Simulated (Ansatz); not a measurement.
# C₆H₁₄O₃: a ladder of functionals and wavefunction methods

One table from this session's results is given with a row withheld; the runs are named, their logs left out.

Computed with Ansatz 0.2.0, Gaussian basis. Level: functionals in def2-TZVPP, the program's frozen cores in correlated methods.

Levels to be run: PBE-D4, r2SCAN-D4, PBE0-D4, B3LYP-D4, ωB97X-V, ωB97M-V, B2PLYP; CCSD(T)/def2-TZVPP; MP2/def2-QZVPP; extrapolation to the limit.

**Structure used throughout**

All runs share one geometry, relaxed beforehand with PBE0-D4 in a triple-zeta def2 set.

SMILES `COCCOCCOC`, 23 atoms, charge 0, spin multiplicity 1.

Atoms are counted from 1 here; the program's logs count them from 0.

Bond lengths: C1–O2 1.402 Å, C1–H10 1.098 Å, C1–H11 1.090 Å, C1–H12 1.099 Å, O2–C3 1.404 Å, C3–C4 1.517 Å, C3–H13 1.099 Å, C3–H14 1.092 Å, C4–O5 1.403 Å, C4–H15 1.100 Å, C4–H16 1.099 Å, O5–C6 1.408 Å, C6–C7 1.517 Å, C6–H17 1.102 Å, C6–H18 1.093 Å, C7–O8 1.403 Å, C7–H19 1.101 Å, C7–H20 1.095 Å and more. Angles: O2–C1–H10 112.6°, O2–C1–H11 107.3°, O2–C1–H12 111.2°, H10–C1–H11 108.4°, H10–C1–H12 108.4°, H11–C1–H12 108.8°, C1–O2–C3 113.9°, O2–C3–C4 112.1°, O2–C3–H13 111.1°, O2–C3–H14 107.2°, C4–C3–H13 109.4°, C4–C3–H14 109.2°, H13–C3–H14 107.7°, C3–C4–O5 107.4°, C3–C4–H15 109.6°, C3–C4–H16 110.1°, O5–C4–H15 110.8°, O5–C4–H16 111.5° and more.

The first run:

in.yaml

```yaml
crystal:
  periodic: [false, false, false]
  atoms:
    - {symbol: C, position_ang: [-1.800039, 1.691765, -2.230410]}
    - {symbol: O, position_ang: [-0.419250, 1.733776, -2.472038]}
    - {symbol: C, position_ang: [0.275600, 0.610226, -1.996222]}
    - {symbol: C, position_ang: [0.622749, 0.733652, -0.524766]}
    - {symbol: O, position_ang: [1.281270, -0.446624, -0.148678]}
    - {symbol: C, position_ang: [1.815047, -0.427102, 1.154221]}
    - {symbol: C, position_ang: [0.798748, -0.565572, 2.271545]}
    - {symbol: O, position_ang: [0.204284, -1.833381, 2.354252]}
    - {symbol: C, position_ang: [-0.871645, -2.034078, 1.472633]}
    - {symbol: H, position_ang: [-2.041559, 1.689507, -1.159686]}
    - {symbol: H, position_ang: [-2.234573, 2.585153, -2.679619]}
    - {symbol: H, position_ang: [-2.257476, 0.805013, -2.690261]}
    - {symbol: H, position_ang: [-0.301998, -0.310732, -2.158723]}
    - {symbol: H, position_ang: [1.197617, 0.530532, -2.576768]}
    - {symbol: H, position_ang: [1.271796, 1.608312, -0.370966]}
    - {symbol: H, position_ang: [-0.289770, 0.891948, 0.066483]}
    - {symbol: H, position_ang: [2.388954, 0.499841, 1.313856]}
    - {symbol: H, position_ang: [2.508251, -1.270228, 1.207749]}
    - {symbol: H, position_ang: [0.027352, 0.216049, 2.199692]}
    - {symbol: H, position_ang: [1.328467, -0.410433, 3.217172]}
    - {symbol: H, position_ang: [-0.549314, -2.064271, 0.427275]}
    - {symbol: H, position_ang: [-1.326712, -2.989485, 1.736365]}
    - {symbol: H, position_ang: [-1.627829, -1.243846, 1.586902]}
basis:
  gaussian: {orbitals: def2-TZVPP}
hamiltonian: {xc: pbe, dispersion: d4}
output: {forces: true, orbitals: {seedname: orbitals}}
```

Run with:

```sh
> ansatz run in.yaml --threads 4 --pin off --events-out ev --progress --plain --max-ram 41984MiB --backend cuda --devices 0, --max-vram 37GiB
```

Steps of the session up to this table: PBE-D4 (GGA); r2SCAN-D4 (meta-GGA); PBE0-D4 (hybrid); B3LYP-D4 (hybrid); ωB97X-V (range-separated); ωB97M-V (range-separated); B2PLYP (double hybrid); CCSD(T) in def2-TZVPP; MP2 in def2-QZVPP.

One table of the session follows, with a row left open; its other results are not shown here.

It belongs to the step «Atomisation energies». 

```
            method  atoms, summed (eV)  atomisation energy (kcal/mol)
            PBE-D4          -12484.569                         2205.1
         r2SCAN-D4          -12494.716                         2157.8
           PBE0-D4          -12487.375                         2163.3
          B3LYP-D4          -12502.975                         2153.2
           ωB97X-V          -12497.965                         2158.2
           ωB97M-V          -12496.214                         2159.7
            B2PLYP          -12492.706                         2130.6
     HF/def2-TZVPP          -12451.905                         1554.9
    MP2/def2-TZVPP                   ?                              ?
   CCSD/def2-TZVPP          -12478.952                         2071.3
CCSD(T)/def2-TZVPP          -12479.516                         2102.4
           MP2/CBS          -12478.531                         2186.5
       CCSD(T)/CBS          -12483.783                         2153.6
```

**Question.** Estimate the row for MP2/def2-TZVPP.

**Answer.** atoms, summed (eV): -12474.264; atomisation energy (kcal/mol): 2135.3. In the column «atoms, summed (eV)» it lies between MP2/CBS (-12478.531) and HF/def2-TZVPP (-12451.905).
